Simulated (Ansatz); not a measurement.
# F (diamond type): how the settings move a single-point run

Aim: see which settings change the result for F (diamond type), by how much, and at what cost.

Method: reference: DFT, LDA, all-electron PAW with datasets made for the crystal, scalar-relativistic, in Ansatz 0.2.0.

## 1. The system as given

It takes space group Fd-3m (No. 227, cubic). The conventional cell has a = 4.664 Å, b = 4.664 Å, c = 4.664 Å, α = 90.00°, β = 90.00°, γ = 90.00°. Around F (site symmetry -43m) lie 4 F at 2.02 Å.

As a file:

```cif
data_structure
_symmetry_space_group_name_H-M 'P 1'
_symmetry_Int_Tables_number 1
_cell_length_a 3.2979
_cell_length_b 3.2979
_cell_length_c 3.2979
_cell_angle_alpha 60.000
_cell_angle_beta 60.000
_cell_angle_gamma 60.000
_cell_volume 25.36
loop_
_atom_site_label
_atom_site_type_symbol
_atom_site_fract_x
_atom_site_fract_y
_atom_site_fract_z
_atom_site_occupancy
F1 F 0.87500 0.87500 0.87500 1
F2 F 0.12500 0.12500 0.12500 1
```

## 2. Baseline

input.yaml

```yaml
crystal:
  lattice:
    - [0.0, 2.331933161, 2.331933161]
    - [2.331933161, 0.0, 2.331933161]
    - [2.331933161, 2.331933161, 0.0]
  atoms:
    - { symbol: F, position: [-0.125, -0.125, -0.125] }
    - { symbol: F, position: [0.125, 0.125, 0.125] }
kpoints:
  mp_grid: { grid: [14, 14, 14] }
scf:
  occupations: { method: fermi_dirac, width: 0.1 }
hamiltonian:
  xc: lda
  pseudopotentials: { kind: all_electron, datasets: crystal }
output:
  forces: true
  stress: true
  eigenvalues: true
```

Command:

```bash
$ ansatz run input.yaml --threads 1 --pin off --max-ram 2048MiB --backend cpu --events-out ev --progress --plain --runs-dir out
```

## 3. Changed: occupations.method cold, occupations.width 0.025, dispersion d3bj

input.yaml, as its differences from that of step 2:

```diff
@@ -11,3 +11,3 @@
 scf:
-  occupations: { method: fermi_dirac, width: 0.1 }
+  occupations: { method: cold, width: 0.025 }
 hamiltonian:
@@ -15,2 +15,3 @@
   pseudopotentials: { kind: all_electron, datasets: crystal }
+  dispersion: d3bj
 output:
```

Q: Predict the outcome of this session. Wanted: for each run, ending; energy change; pressure; gap; force.

**Answer**, as computed:

| run | ending | energy change | pressure (GPa) | gap (eV) | force (eV/Å) | cycles | time |
| --- | --- | --- | --- | --- | --- | --- | --- |
| reference | converged | 0 | -0.1 | 0.00 | 0.00 | 6 | 4.4 s |
| 1: occupations.method cold, occupations.width 0.025, dispersion d3bj | converged | -45.2 meV/atom (σ→0) (dispersion and other settings together) | -1.2 | 0.00 | 0.00 | 6 | 5.4 s |

Residual by cycle in the longest SCF loop of each run; runs are numbered as in the table. The quantity is the density residual dr2, in eV.

| cycle | reference | run 1 |
| --- | --- | --- |
| 1 | 0.0193 | 0.0213 |
| 2 | 5.3e-4 | 7.2e-4 |
| 3 | 1.2e-4 | 1.6e-4 |
| 4 | 3.8e-6 | 5.0e-6 |
| 5 | 2.2e-7 | 3.2e-7 |
| 6 | 2.8e-10 | 2.8e-8 |

What this shows: The energy moves by -45.2 meV/atom, nearly all of it the dispersion term itself (-47.9 meV/atom); that offset belongs to the model and is no gain or loss of stability; the pressure goes from -0.1 to -1.2 GPa. The damping parameters are borrowed, as the log notes.
